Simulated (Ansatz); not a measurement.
Ba2Tl5V3O12 under changes of volume

One of the cells (18.116 Å³/atom); the others are scaled copies at fixed shape and fractional positions:

```
CELL_PARAMETERS angstrom
8.15421 0.00000 0.00000
-4.07711 7.06176 0.00000
0.00000 0.00000 6.92128
ATOMIC_POSITIONS crystal
Ba 0.00000 0.00000 0.23552
Ba 0.00000 0.00000 0.76448
V 0.50000 0.00000 0.00000
V 0.00000 0.50000 0.00000
V 0.50000 0.50000 0.00000
Tl 0.50000 0.00000 0.50000
Tl 0.00000 0.50000 0.50000
Tl 0.50000 0.50000 0.50000
Tl 0.33333 0.66667 0.22489
Tl 0.66667 0.33333 0.77511
O 0.33890 0.34334 0.81444
O 0.65666 0.99556 0.81444
O 0.00444 0.66110 0.81444
O 0.34334 0.33890 0.18556
O 0.99556 0.65666 0.18556
O 0.66110 0.00444 0.18556
O 0.66110 0.65666 0.18556
O 0.34334 0.00444 0.18556
O 0.99556 0.33890 0.18556
O 0.65666 0.66110 0.81444
O 0.00444 0.34334 0.81444
O 0.33890 0.99556 0.81444
```

The cell was built by a generator and needn't be a form met in nature.

```yaml
Program: Ansatz 0.2.0
Functional: PBE
Potentials_or_basis: all-electron LAPW, scalar-relativistic
Cutoff: 421 eV (chosen from the basis error)
Basis_error_allowed: 0.003 eV/atom
k_mesh: 3 × 3 × 3
Occupations: fermi-dirac, width 0.05 eV
Spin: collinear spin, ferromagnetic start
Starting_moments: "[0.0, 0.0, 2.0, 2.0, 2.0, 0.0, 0.0, 0.0, 0.0, 0.0, 0.0, 0.0, 0.0, 0.0, 0.0, 0.0, 0.0, 0.0, 0.0, 0.0, 0.0, 0.0] μB"
```

```tsv
volume (Å³/atom)	energy over the lowest point (meV/atom)	pressure (GPa)	largest force (eV/Å)
17.029	?	?	?
17.391	9.14	4.1	0.603
17.754	2.32	2.0	0.298
18.116	0.00	0.1	0.019
18.478	1.69	-1.5	0.249
18.840	6.94	-3.0	0.492
19.203	15.38	-4.4	0.717
```

Task: What does the run at 17.029 Å³/atom give?

Result: Energy over the lowest point 21.03 meV/atom; pressure 6.5 GPa; largest force 0.933 eV/Å.

Worked out: A Birch-Murnaghan fit of order 3 (a polynomial in V^(-2/3)) to the other rows has its minimum at 18.14 Å³/atom with B0 = V·E''(V) = 88 GPa and B' = 4.8 at fixed shape and positions, which overstates the stiffness. It gives 21.00 meV/atom at 17.029 Å³/atom, against the run's 21.03, and -dE/dV = 6.5 GPa, against 6.5.

Energies are extrapolated to zero smearing.

Caveats: the k mesh is thin for a metal, which can move the energy by tens of meV per atom; the starting moments weren't kept.
